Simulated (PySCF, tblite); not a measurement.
# C₄H₄BCl₃: geometry, infrared bands and NMR shifts

Wanted: the infrared bands and NMR shifts of C₄H₄BCl₃ (`C#C[C@H](CCl)B(Cl)Cl`), by calculation.

Programs: tblite 0.8.0 and PySCF 2.14.0, with density-fitted response routines of our own. Each step states its level of theory. These are calculated values for one molecule in the gas phase, unless marked as measured. Atoms count from 0, in the outputs and in this text.

**1. The starting structure**

12 atoms, charge 0, multiplicity 1; geometry from: force field or distance geometry start.

Bonds of the start (Å): C0–C1 1.23, C1–C2 1.46, C2–C3 1.51, C3–Cl4 1.79, C2–B5 1.60, B5–Cl6 1.87, B5–Cl7 1.83, C0–H8 1.07, C2–H9 1.10, C3–H10 1.12, C3–H11 1.09.

**2. Relaxing the molecule with GFN2-xTB**

Job settings and geometry (Å):

```
{"job": {"kind": "relax", "xc": "GFN2-xTB", "basis": "xTB"}, "charge": 0, "multiplicity": 1}
C      2.433900    -0.167700     0.197000
C      1.216900    -0.115500     0.326900
C     -0.230700    -0.073500     0.525900
C     -0.840300    -1.070800    -0.431100
Cl    -2.623600    -1.073300    -0.242300
B     -0.688700     1.418900     0.174200
Cl     0.596100     2.728700     0.535600
Cl    -1.845300     1.826800    -1.184500
H      3.490800    -0.202900     0.059600
H     -0.477000    -0.244700     1.581400
H     -0.495000    -2.082400    -0.099200
H     -0.535800    -0.944200    -1.469500
```

The run is started by

```
$ OMP_NUM_THREADS=1 python probes_run.py task.json out
```

The driver reads the jobs from task.json and runs them one after another.

The log of the run:

```text
step      E/eV     max force
  0    -692.49441    2.969
  1    -692.59501    7.429
  2    -692.93066    1.654
  3    -693.01417    0.842
  4    -693.05038    0.691
  5    -693.07570    0.537
  6    -693.09396    0.383
  7    -693.10350    0.248
  8    -693.11090    0.278
  9    -693.11749    0.215
 10    -693.12346    0.214
 11    -693.12855    0.199
 12    -693.13283    0.166
 13    -693.13642    0.154
 14    -693.13950    0.157
 15    -693.14225    0.144
 16    -693.14525    0.164
 17    -693.14932    0.220
 18    -693.15441    0.210
 19    -693.15877    0.143
 20    -693.16131    0.115
 21    -693.16267    0.092
 22    -693.16385    0.095
 23    -693.16541    0.107
 24    -693.16700    0.111
 25    -693.16821    0.112
 26    -693.16901    0.094
 27    -693.16975    0.075
 28    -693.17058    0.087
 29    -693.17143    0.094
 30    -693.17223    0.101
 31    -693.17311    0.095
 32    -693.17436    0.120
 33    -693.17598    0.123
 34    -693.17752    0.093
 35    -693.17858    0.072
 36    -693.17925    0.066
 37    -693.18001    0.084
 38    -693.18115    0.089
 39    -693.18226    0.086
 40    -693.18291    0.055
 41    -693.18323    0.051
 42    -693.18352    0.056
 43    -693.18394    0.066
 44    -693.18447    0.074
 45    -693.18493    0.048
 46    -693.18525    0.051
 47    -693.18552    0.059
 48    -693.18588    0.050
 49    -693.18636    0.050
 50    -693.18682    0.070
 51    -693.18725    0.077
 52    -693.18776    0.073
 53    -693.18853    0.090
 54    -693.18970    0.112
 55    -693.19116    0.107
 56    -693.19265    0.081
 57    -693.19383    0.056
 58    -693.19436    0.079
 59    -693.19449    0.103
 60    -693.19502    0.071
 61    -693.19525    0.049
 62    -693.19573    0.061
 63    -693.19619    0.097
 64    -693.19691    0.097
 65    -693.19766    0.073
 66    -693.19676    0.184
 67    -693.19843    0.079
 68    -693.19878    0.062
 69    -693.19964    0.066
 70    -693.20051    0.082
 71    -693.20192    0.060
 72    -693.20267    0.082
 73    -693.20362    0.078
 74    -693.20449    0.068
 75    -693.20505    0.114
 76    -693.20586    0.060
 77    -693.20627    0.032
 78    -693.20653    0.029
 79    -693.20671    0.033
 80    -693.20709    0.044
 81    -693.20753    0.054
 82    -693.20797    0.060
 83    -693.20828    0.055
 84    -693.20851    0.044
 85    -693.20873    0.033
 86    -693.20904    0.048
 87    -693.20934    0.043
 88    -693.20961    0.042
 89    -693.20988    0.034
 90    -693.21005    0.020
 91    -693.21016    0.023
 92    -693.21023    0.017
 93    -693.21030    0.017
 94    -693.21035    0.021
 95    -693.21039    0.021
 96    -693.21046    0.028
 97    -693.21054    0.028
 98    -693.21062    0.027
 99    -693.21069    0.028
100    -693.21078    0.025
101    -693.21090    0.023
102    -693.21103    0.028
103    -693.21112    0.024
104    -693.21117    0.036
105    -693.21119    0.050
106    -693.21123    0.014
107    -693.21128    0.025
108    -693.21130    0.020
109    -693.21131    0.008
```

It took 1.2 s on 1 thread of Intel Xeon at 2.70GHz, shared host; peak memory 0.18 GiB.

Relaxation path: (not every step is listed)

```tsv
step	energy from step 0 (eV)	largest force (eV/Å)
0	0.0000	2.9688
1	-0.1006	7.4290
2	-0.4362	1.6539
3	-0.5198	0.8421
4	-0.5560	0.6914
5	-0.5813	0.5367
6	-0.5996	0.3826
7	-0.6091	0.2485
8	-0.6165	0.2783
17	-0.6549	0.2197
26	-0.6746	0.0940
35	-0.6842	0.0722
44	-0.6901	0.0736
53	-0.6941	0.0895
62	-0.7013	0.0612
71	-0.7075	0.0603
80	-0.7127	0.0444
89	-0.7155	0.0345
98	-0.7162	0.0269
104	-0.7168	0.0358
105	-0.7168	0.0497
106	-0.7168	0.0136
107	-0.7169	0.0251
108	-0.7169	0.0201
109	-0.7169	0.0083
```

Close pairs (by a distance rule), those that changed most:

```tsv
bond	before (Å)	after (Å)	change (Å)
B5–Cl6	1.870	1.712	-0.158
B5–Cl7	1.830	1.710	-0.120
C3–H10	1.119	1.090	-0.029
C0–C1	1.225	1.197	-0.028
C2–C3	1.511	1.533	+0.022
C0–H8	1.066	1.049	-0.017
C2–B5	1.600	1.614	+0.014
C3–Cl4	1.793	1.784	-0.009
```

The final coordinates are the input of the step that follows.

**3. Vibrational analysis with GFN2-xTB**

Job settings and geometry (Å):

```
{"job": {"kind": "ir", "xc": "GFN2-xTB", "basis": "xTB"}, "charge": 0, "multiplicity": 1}
C      2.464398    -0.244705     0.003662
C      1.291852    -0.142466     0.220212
C     -0.140124    -0.003786     0.459243
C     -0.874458    -1.107760    -0.309759
Cl    -2.626546    -1.007090     0.011191
B     -0.555956     1.494254     0.024424
Cl    -0.518890     2.757906     1.179180
Cl    -0.944894     1.850933    -1.602473
H      3.493825    -0.351273    -0.167399
H     -0.309933    -0.155528     1.531332
H     -0.542630    -2.095551     0.009175
H     -0.735445    -0.995620    -1.384816
```

The log of the run:

```text
mode    cm-1     km/mol
  1      19.3      0.07
  2      54.2      0.84
  3      82.6      0.47
  4     109.9      0.85
  5     160.5      1.63
  6     233.8      3.73
  7     258.6      2.35
  8     304.9      3.01
  9     370.5      0.48
 10     434.7      4.03
 11     462.3     10.11
 12     539.7     10.53
 13     658.6     36.12
 14     661.5     27.18
 15     740.6      9.86
 16     770.3     97.40
 17     880.4     54.68
 18     954.9     16.25
 19    1015.8     43.93
 20    1066.8     11.58
 21    1116.4     14.84
 22    1190.6     11.83
 23    1233.0     23.64
 24    1270.3     19.66
 25    1433.5     10.33
 26    2282.8     10.98
 27    2928.4     12.97
 28    2984.7      4.11
 29    2988.5      4.59
 30    3397.3     15.56
```

Run time: 0.64 s. Hardware: 1 thread of Intel Xeon at 2.70GHz, shared host; peak memory 0.18 GiB.

Which atoms move in the most intense modes:

```tsv
cm⁻¹	km/mol	atoms
659	36.1	H8 76 %
662	27.2	H8 81 %, C0 11 %
770	97.4	B5 76 %
880	54.7	B5 43 %, C3 20 %, H10 19 %
955	16.2	C2 26 %, B5 18 %, H11 15 %, H10 13 %
1016	43.9	C2 45 %, H9 16 %, C0 13 %, B5 11 %
1233	23.6	H10 50 %, H9 15 %, H11 13 %, C2 12 %
1270	19.7	H9 48 %, H11 26 %, C2 15 %
```

**4. Shielding tensors: PBE0/pcSseg-1**

Settings changed since step 3:

```diff
@@ -1,2 +1,2 @@
-{"job": {"kind": "ir", "xc": "GFN2-xTB", "basis": "xTB"}, "charge": 0, "multiplicity": 1}
+{"job": {"kind": "nmr", "xc": "PBE0", "basis": "pcSseg-1"}, "charge": 0, "multiplicity": 1}
 C      2.464398    -0.244705     0.003662
```

With the program's defaults for keys left out, this is: GIAO PBE0/pcSseg-1 NMR shielding, non-relativistic, gas phase.

The log of the run:

```text
coarse grid: 12784 points
cycle   1  E = -1559.4522275985  dE =  1.098e+00  |g| = 4.092e-01  |ddm| = 3.468e+00
cycle   2  E = -1559.4373123511  dE =  1.492e-02  |g| = 4.854e-01  |ddm| = 1.062e+00
cycle   3  E = -1559.4929660016  dE = -5.565e-02  |g| = 1.391e-01  |ddm| = 6.010e-01
cycle   4  E = -1559.4972981930  dE = -4.332e-03  |g| = 5.669e-02  |ddm| = 1.483e-01
cycle   5  E = -1559.4980131850  dE = -7.150e-04  |g| = 1.494e-02  |ddm| = 4.482e-02
cycle   6  E = -1559.4980675230  dE = -5.434e-05  |g| = 2.336e-03  |ddm| = 1.778e-02
cycle   7  E = -1559.4980688561  dE = -1.333e-06  |g| = 8.394e-04  |ddm| = 3.599e-03
final grid: 112768 points
cycle   8  E = -1559.5422654048  dE = -4.229e-05  |g| = 6.538e-03  |ddm| = 4.188e-02
cycle   9  E = -1559.5422609895  dE =  4.415e-06  |g| = 7.225e-03  |ddm| = 1.454e-02
cycle  10  E = -1559.5422732572  dE = -1.227e-05  |g| = 2.321e-03  |ddm| = 9.654e-03
cycle  11  E = -1559.5422744036  dE = -1.146e-06  |g| = 7.312e-04  |ddm| = 2.336e-03
cycle  12  E = -1559.5422745304  dE = -1.268e-07  |g| = 1.183e-04  |ddm| = 5.884e-04
cycle  13  E = -1559.5422745337  dE = -3.258e-09  |g| = 2.549e-05  |ddm| = 1.347e-04
cycle  14  E = -1559.5422745338  dE = -1.623e-10  |g| = 6.719e-06  |ddm| = 2.943e-05
converged SCF energy = -1559.5422745338

GIAO shielding tensors (ppm)
atom      isotropic    diamagn.    paramagn.     s11        s22        s33       span
  0 C      106.459     258.234    -151.774     34.141     36.501    248.737    214.596
  1 C      103.543     260.963    -157.419      5.454     10.308    294.869    289.414
  2 C      149.930     246.755     -96.825    131.731    152.236    165.824     34.094
  3 C      135.864     243.747    -107.883    110.872    131.528    165.192     54.320
  4 Cl     840.663    1144.984    -304.321    652.903    800.701   1068.385    415.482
  5 B       41.693     188.126    -146.434     13.037     25.409     86.632     73.595
  6 Cl     654.215    1146.088    -491.873    362.852    718.154    881.640    518.788
  7 Cl     695.779    1146.711    -450.933    394.769    736.758    955.810    561.041
  8 H       30.099      34.152      -4.053     24.743     24.814     40.740     15.996
  9 H       28.614      28.135       0.479     26.083     28.224     31.536      5.453
 10 H       27.941      27.839       0.102     21.815     28.228     33.780     11.965
 11 H       27.681      28.170      -0.489     24.830     26.724     31.490      6.660
```

Wall time 39 s (1 thread of Intel Xeon at 2.70GHz, shared host); peak memory 0.88 GiB.

Shifts follow as δ = σ(reference) − σ, with reference shieldings (ppm) from runs at the same level and on the same kind of geometry: ¹H TMS 31.72, ¹³C TMS 186.9, ¹¹B BF3·OEt2 100.1, ³⁵Cl HCl 950. The references are single molecules in the gas phase. Atoms listed in one row are averaged.

```tsv
atoms	environment	σ (ppm)	δ (ppm)	δ scaled to CDCl3
C1	alkyne carbon	103.5	83.4	79.5
C0	terminal alkyne carbon	106.5	80.5	76.6
C3	sp3 CH2 bonded to Cl	135.9	51.1	47.9
C2	propargylic sp3 CH bonded to B	149.9	37.0	34.2
H11	hydrogen on an sp3 CH2 bonded to Cl	27.68	4.04	3.91
H10	hydrogen on an sp3 CH2 bonded to Cl	27.94	3.78	3.67
H9	hydrogen on a propargylic sp3 CH bonded to B	28.61	3.10	3.03
H8	hydrogen on a terminal alkyne carbon	30.10	1.62	1.63
Cl6, Cl7	chlorine bonded to B	675	275	–
Cl4	chlorine bonded to C	841	109	–
B5	boron bonded to C, 2 Cl	41.7	58.4	–
```

The scaled column applies a straight-line fit of computed shieldings to shifts measured in CDCl3, with any fitted terms for Cl, Br or S neighbours (root-mean-square error 0.16 ppm for H, 1.9 ppm for C).

The run also stored atomic charges by several schemes (e):

```tsv
atoms	Mulliken	IAO	Hirshfeld	ESP fit
C0	-0.40	-0.23	-0.11	-0.35
C1	0.26	-0.03	-0.04	-0.13
C2	-0.39	-0.27	-0.09	0.28
C3	-0.14	-0.22	-0.03	-0.52
Cl4	-0.15	-0.11	-0.07	-0.10
B5	0.53	0.15	0.17	0.10
Cl6, Cl7	-0.14	-0.01	-0.03	-0.06
```

Mayer bond orders: C0–C1 2.50, C1–C2 1.02, C2–C3 1.02, C3–Cl4 0.99, C2–B5 0.89, B5–Cl6 1.21, B5–Cl7 1.21.

**5. What came out**

```
                                                                quantity                       value
                               strongest single infrared mode (GFN2-xTB)         770 cm⁻¹, 97 km/mol
                                            zero-point energy (GFN2-xTB)               43.8 kcal/mol
                                  ¹³C shifts against TMS (PBE0/pcSseg-1)  83.4, 80.5, 51.1, 37.0 ppm
                                   ¹H shifts against TMS (PBE0/pcSseg-1)  4.04, 3.78, 3.10, 1.62 ppm
³⁵Cl shifts against HCl (PBE0/pcSseg-1, means over atoms taken as alike)                275, 109 ppm
                             ¹¹B shifts against BF3·OEt2 (PBE0/pcSseg-1)                    58.4 ppm
```

What this shows: Relaxing lowered the energy by 0.717 eV in 109 steps; the close pair that moved most is B5–Cl6, from 1.870 to 1.712 Å. No mode is imaginary among the 30: a minimum at this level. The strongest single mode, at 770 cm⁻¹, moves mainly B5. Unscaled tight-binding wavenumbers are off by several per cent, some by more. Its intensities can rank the bands wrongly. At PBE0/pcSseg-1: Shielding is most anisotropic at Cl6, Cl7 (span 540 ppm, paramagnetic term -471 ppm).
